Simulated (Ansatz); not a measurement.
# NbRh: the cost of one run

Method: DFT PBEsol, scalar-relativistic, plane waves, PAW, in Ansatz 0.2.0.

## (1) The structure to begin with

It takes space group P4/mmm (No. 123, tetragonal). Conventional cell: a = 2.842 Å, b = 2.842 Å, c = 3.809 Å, α = 90.00°, β = 90.00°, γ = 90.00°. Nb (site symmetry 4/mmm) is surrounded by 8 Rh at 2.77 Å and 4 Nb at 2.84 Å. Rh (site symmetry 4/mmm) has 8 Nb at 2.77 Å and 4 Rh at 2.84 Å as nearest neighbours.

Structure file:

```cif
data_structure
_symmetry_space_group_name_H-M 'P 1'
_symmetry_Int_Tables_number 1
_cell_length_a 2.8420
_cell_length_b 2.8420
_cell_length_c 3.8090
_cell_angle_alpha 90.000
_cell_angle_beta 90.000
_cell_angle_gamma 90.000
_cell_volume 30.77
loop_
_atom_site_label
_atom_site_type_symbol
_atom_site_fract_x
_atom_site_fract_y
_atom_site_fract_z
_atom_site_occupancy
Nb1 Nb 0.00000 0.00000 0.00000 1
Rh1 Rh 0.50000 0.50000 0.50000 1
```

Source of the structure: the Crystallography Open Database.

(A quick probe on a coarse mesh, which set the mesh and smearing, is not shown.)

## (3) Full relaxation

input.yaml

```yaml
crystal:
  lattice:
    - [2.842, 0.0, 0.0]
    - [0.0, 2.842, 0.0]
    - [0.0, 0.0, 3.809]
  atoms:
    - { symbol: Nb, position: [0.0, 0.0, 0.0] }
    - { symbol: Rh, position: [0.5, 0.5, 0.5] }
basis:
  ecutwfc: 420
kpoints:
  mp_grid: { grid: [14, 14, 12] }
hamiltonian:
  xc: pbesol
scf:
  occupations: { method: gaussian, width: 0.1 }
output:
  forces: true
  stress: true
  eigenvalues: true
  write_density: true
  write_potential: true
  elf: true
  volumetric_format: npy
relax:
  adjacent_minimum: "off"
  f_tol: 0.005
  max_steps: 80
  cell: { stress_tol: 0.05 }
```

Launch:

```console
$ ansatz run input.yaml --threads 1 --pin off --max-ram 2560MiB --backend cpu --events-out ev --progress --plain --runs-dir out
```

**Question.** How long does this run take on 1 thread of Intel Xeon at 2.50GHz (Skylake/Cascade Lake), shared host, and how much memory does it need?

About 88 s, with a peak of 0.46 GiB.
